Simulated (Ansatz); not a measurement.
Pt3Rh:

```
CELL_PARAMETERS angstrom
-1.95600 1.95600 3.92847
1.95600 -1.95600 3.92847
1.95600 1.95600 -3.92847
ATOMIC_POSITIONS crystal
Pt 0.50000 0.50000 0.00000
Pt 0.25000 0.75000 0.50000
Pt 0.75000 0.25000 0.50000
Rh 0.00000 0.00000 0.00000
```

The cell comes from a database or a generator and needn't be the stable form of this composition.

```yaml
Program: Ansatz 0.2.0
Task: single point
Functional: PBEsol
Potentials_or_basis: all-electron LAPW, scalar-relativistic
Cutoff: 272 eV (chosen from the basis error)
Basis_error_allowed: 0.001 eV/atom
k_mesh: 10 × 10 × 10
Occupations: fermi-dirac, width 0.05 eV
Spin: no spin polarisation
```

On this cell: pressure -6.9 GPa; largest force under 0.003 eV/Å; band gap on the k mesh none (metal or under the smearing width).

The same run follows on a disturbed copy (atoms moved at random, drawn with an rms of 0.05 Å):

```xyz
4
Lattice="-1.9560 1.9560 3.9285 1.9560 -1.9560 3.9285 1.9560 1.9560 -3.9285" Properties=species:S:1:pos:R:3 pbc="T T T"
Pt    0.0161    0.0126    3.9638
Pt    1.9312   -0.0229    1.9851
Pt    0.0449    1.9440    1.9388
Rh    0.0192   -0.0276   -0.0091
```

**Question.** What changes?

**Answer.** The energy (extrapolated to zero smearing) moves by +9.8 meV/atom; pressure -6.4 GPa; largest force 0.693 eV/Å; band gap on the k mesh none (metal or under the smearing width).

Forces in eV/Å, atoms in the order of the input:
```
Pt   0.004 -0.334 -0.388
Pt   0.615  0.165  0.032
Pt  -0.573 -0.048  0.386
Rh  -0.046  0.217 -0.030
```

Stress tensor (GPa, compression positive):
```
-6.15  0.05 -0.33
 0.05 -6.28  0.11
-0.33  0.11 -6.74
```
